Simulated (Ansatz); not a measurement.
# C3H8Mg: how energies converge with the basis set

One table from this session's results is given with a row withheld; the runs are named, their logs left out.

Method: one geometry, several basis sets; program: Ansatz 0.2.0, Gaussian basis.

Levels to be run: PBE0-D4/def2-SVP; ωB97M-V/def2-SVP; PBE0-D4/def2-QZVPP; ωB97M-V/def2-QZVPP; the functionals' def2-TZVPP values are taken from earlier runs.

### The relaxed structure

An earlier PBE0-D4 in a triple-zeta def2 set relaxation fixed the geometry.

SMILES `C[CH](C)[MgH]`, 12 atoms, charge 0, spin multiplicity 1.

Atoms are counted from 1 here; the program's logs count them from 0.

Bond lengths: C1–C2 1.528 Å, C1–H5 1.095 Å, C1–H6 1.096 Å, C1–H7 1.101 Å, C2–C3 1.528 Å, C2–Mg4 2.115 Å, C2–H8 1.100 Å, C3–H9 1.101 Å, C3–H10 1.096 Å, C3–H11 1.095 Å, Mg4–H12 1.712 Å. Angles: C2–C1–H5 112.7°, C2–C1–H6 112.0°, C2–C1–H7 111.7°, H5–C1–H6 107.0°, H5–C1–H7 106.8°, H6–C1–H7 106.2°, C1–C2–C3 110.3°, C1–C2–Mg4 112.8°, C1–C2–H8 107.4°, C3–C2–Mg4 112.8°, C3–C2–H8 107.4°, Mg4–C2–H8 105.8°, C2–C3–H9 111.7°, C2–C3–H10 112.0°, C2–C3–H11 112.7°, H9–C3–H10 106.2°, H9–C3–H11 106.8°, H10–C3–H11 107.0° and more.

The first run:

The input, in.yaml:

```yaml
crystal:
  periodic: [false, false, false]
  atoms:
    - {symbol: C, position_ang: [-0.688308, 0.928888, -0.774531]}
    - {symbol: C, position_ang: [0.235973, -0.193834, -0.306282]}
    - {symbol: C, position_ang: [1.032498, 0.252332, 0.918687]}
    - {symbol: Mg, position_ang: [-0.783177, -2.021310, -0.000003]}
    - {symbol: H, position_ang: [-1.211750, 0.685615, -1.704859]}
    - {symbol: H, position_ang: [-1.454932, 1.167724, -0.028166]}
    - {symbol: H, position_ang: [-0.134587, 1.862816, -0.954950]}
    - {symbol: H, position_ang: [0.956548, -0.385012, -1.114980]}
    - {symbol: H, position_ang: [1.577847, 1.189522, 0.729878]}
    - {symbol: H, position_ang: [0.384683, 0.444589, 1.781928]}
    - {symbol: H, position_ang: [1.774501, -0.488538, 1.233697]}
    - {symbol: H, position_ang: [-1.612497, -3.497894, 0.253582]}
basis:
  gaussian: {orbitals: def2-SVP}
hamiltonian: {xc: pbe0, dispersion: d4}
output: {orbitals: {seedname: orbitals}}
```

On the command line:

```
$ ansatz run in.yaml --threads 4 --pin off --events-out ev --progress --plain --max-ram 10444MiB
```

Among the steps run: PBE0-D4 in def2-SVP; ωB97M-V in def2-SVP; PBE0-D4 in def2-QZVPP; ωB97M-V in def2-QZVPP.

One table of the session follows, with a row left open; its other results are not shown here.

It belongs to the step «Density functionals: the series». 

| functional | basis | HOMO (eV) |
| --- | --- | --- |
| PBE0-D4 | def2-SVP | ? |
| PBE0-D4 | def2-TZVPP | -6.05 |
| PBE0-D4 | def2-QZVPP | -6.05 |
| ωB97M-V | def2-SVP | -8.21 |
| ωB97M-V | def2-TZVPP | -8.22 |
| ωB97M-V | def2-QZVPP | -8.22 |

Estimate the missing values for PBE0-D4, def2-SVP.

**Answer.** HOMO (eV): -6.06. In the column «HOMO (eV)» it lies between ωB97M-V, def2-SVP (-8.21) and PBE0-D4, def2-TZVPP (-6.05).
